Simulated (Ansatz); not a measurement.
# C₂H₆ClO₂Y: basis-set convergence

How large a basis does C₂H₆ClO₂Y need? Two functionals are run in growing sets.

Program: Ansatz 0.2.0, Gaussian basis. Level of theory: one geometry, several basis sets. These are calculated values, not measurements.

Plan: PBE0-D4/def2-SVP; ωB97M-V/def2-SVP; PBE0-D4/def2-QZVPP; ωB97M-V/def2-QZVPP; the functionals' def2-TZVPP values are taken from earlier runs.

### Step 1. The relaxed structure

All runs share one geometry, relaxed beforehand with PBE0-D4 in a triple-zeta def2 set. Y takes the def2 core potential; no spin-orbit term is included.

12 atoms, charge 0, spin multiplicity 1.

Atoms are counted from 1 here; the program's logs count them from 0.

Bond lengths: C1–O2 1.388 Å, C1–H7 1.097 Å, C1–H8 1.097 Å, C1–H9 1.097 Å, O2–Y3 2.004 Å, Y3–Cl4 2.498 Å, Y3–O5 2.004 Å, O5–C6 1.388 Å, C6–H10 1.097 Å, C6–H11 1.097 Å, C6–H12 1.097 Å. Angles: O2–C1–H7 111.1°, O2–C1–H8 111.0°, O2–C1–H9 111.3°, H7–C1–H8 107.6°, H7–C1–H9 107.9°, H8–C1–H9 107.8°, C1–O2–Y3 177.1°, O2–Y3–Cl4 120.9°, O2–Y3–O5 118.1°, Cl4–Y3–O5 121.0°, Y3–O5–C6 177.1°, O5–C6–H10 111.3°, O5–C6–H11 111.1°, O5–C6–H12 111.0°, H10–C6–H11 107.9°, H10–C6–H12 107.8°, H11–C6–H12 107.6°.

### Step 2. PBE0-D4 in def2-SVP

in.yaml

```yaml
crystal:
  periodic: [false, false, false]
  atoms:
    - {symbol: C, position_ang: [-2.366166, 1.686726, 0.195533]}
    - {symbol: O, position_ang: [-1.394104, 0.800123, 0.638362]}
    - {symbol: Y, position_ang: [0.054919, -0.469929, 1.188807]}
    - {symbol: Cl, position_ang: [0.174999, -1.346445, 3.524448]}
    - {symbol: O, position_ang: [1.419110, -0.996694, -0.181275]}
    - {symbol: C, position_ang: [2.334881, -1.315920, -1.174513]}
    - {symbol: H, position_ang: [-2.528805, 2.490132, 0.924511]}
    - {symbol: H, position_ang: [-3.325434, 1.175994, 0.046067]}
    - {symbol: H, position_ang: [-2.080797, 2.148711, -0.758003]}
    - {symbol: H, position_ang: [2.254585, -0.630016, -2.027264]}
    - {symbol: H, position_ang: [3.362734, -1.263567, -0.794909]}
    - {symbol: H, position_ang: [2.171178, -2.334418, -1.547667]}
basis:
  gaussian: {orbitals: def2-SVP}
hamiltonian: {xc: pbe0, dispersion: d4}
output: {orbitals: {seedname: orbitals}}
```

Further steps of the session: ωB97M-V in def2-SVP; PBE0-D4 in def2-QZVPP; ωB97M-V in def2-QZVPP.

**Question.** What will the summary of the whole plan be? Wanted: PBE0-D4: double and triple zeta above quadruple; ωB97M-V: double and triple zeta above quadruple.

The runs gave:

```
                                       quantity           value
PBE0-D4: double and triple zeta above quadruple  12.52, 0.82 eV
ωB97M-V: double and triple zeta above quadruple  12.70, 0.79 eV
```

What this shows: For PBE0-D4 the step from double to triple zeta gains 11.70 eV and the next only 0.82 eV. Total energies overstate the basis error of differences, where much of it tends to cancel.
